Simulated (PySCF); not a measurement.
# CGaN (Gallium Cyanide): the cost of one run

Computed with PySCF 2.14.0 and routines of our own; the level stands in each step. Atoms count from 0.

## Step 1: The system as given

3 atoms, charge 0, multiplicity 1; geometry from: GFN2-xTB.

## Step 2: Geometry optimisation at PBE0-D3(BJ)/def2-SVP

Job settings and geometry (Å):

```
{"job": {"xc": "PBE0", "basis": "def2-SVP", "d3": "d3bj", "grid": 1, "maxiter": 30, "shake": 0.01, "kind": "geom"}, "charge": 0, "multiplicity": 1}
N     -1.459000    -0.029010     0.001640
C     -0.325270     0.004060    -0.013860
Ga     1.790280    -0.009990    -0.006970
```

Started as:

```bash
$ OMP_NUM_THREADS=1 python heavy_run.py task.json out
```

One launch serves the whole session: the jobs run in the order shown.

**Question.** How long does this first job take on 1 thread of Arm Neoverse N1, shared host, and how much memory does it need?

About 14 s, with a peak of 0.28 GiB.
